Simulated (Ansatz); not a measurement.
What does this script print? It uses Ansatz 0.2.0, Python API.

The script, `ch2se.py`:
```python
'''Static correlation in CH2Se: natural occupations of an active space.'''

import ansatz

ch2se = (
    ansatz.Crystal.molecule()
    .atom('C', (-0.1022, -0.1624, -0.0442))
    .atom('Se', (1.367, 0.4143, 0.6701))
    .atom('H', (-0.6904, -1.0736, -0.1103))
    .atom('H', (-0.5188, 0.7614, -0.5358))
)

calculation = (
    ch2se.calculation()
    .basis(gaussian='def2-SVP')
    .accuracy('high')  # preset for grids and thresholds
    .correlation(active_electrons=4, active_orbitals=4)
)
for method in [None, 'sc_nevpt2']:
    r = (calculation if method is None else calculation.correlation(method)).run().report
    space = r['configurations']
    state = space['states'][0]
    print(method or 'casscf', f'total {r["free_energy_ev"] / 27.211386246:.6f} Ha, active-space state {state["energy"]["hartree"]:.6f} Ha, mean field {r["reference_energy_ev"] / 27.211386246:.6f} Ha')
    print('  determinants', state['n_determinants'], ' natural occupations', [round(n, 3) for n in space['natural_occupations']])
print('effectively unpaired electrons, sum of min(n, 2 - n):', round(sum(min(n, 2 - n) for n in space['natural_occupations']), 3))
```

Output of `python ch2se.py`:
```text
casscf total -2438.545762 Ha, active-space state -2438.545762 Ha, mean field -2438.488017 Ha
  determinants 36  natural occupations [1.971, 1.897, 0.103, 0.029]
sc_nevpt2 total -2438.859414 Ha, active-space state -2438.545749 Ha, mean field -2438.488017 Ha
  determinants 36  natural occupations [1.971, 1.897, 0.103, 0.029]
effectively unpaired electrons, sum of min(n, 2 - n): 0.265
```

What to keep in mind:
- The settings weren't tested for convergence.
- The geometry is a force-field or estimated start, not a minimum of this method, and the basis set is short of its limit. The active space starts as a window about the frontier orbitals and is then optimised, not chosen by chemistry.
- Wall time of the script: 5.5 s on 1 thread of Arm Neoverse V1 (shared host), peak memory 0.21 GiB.
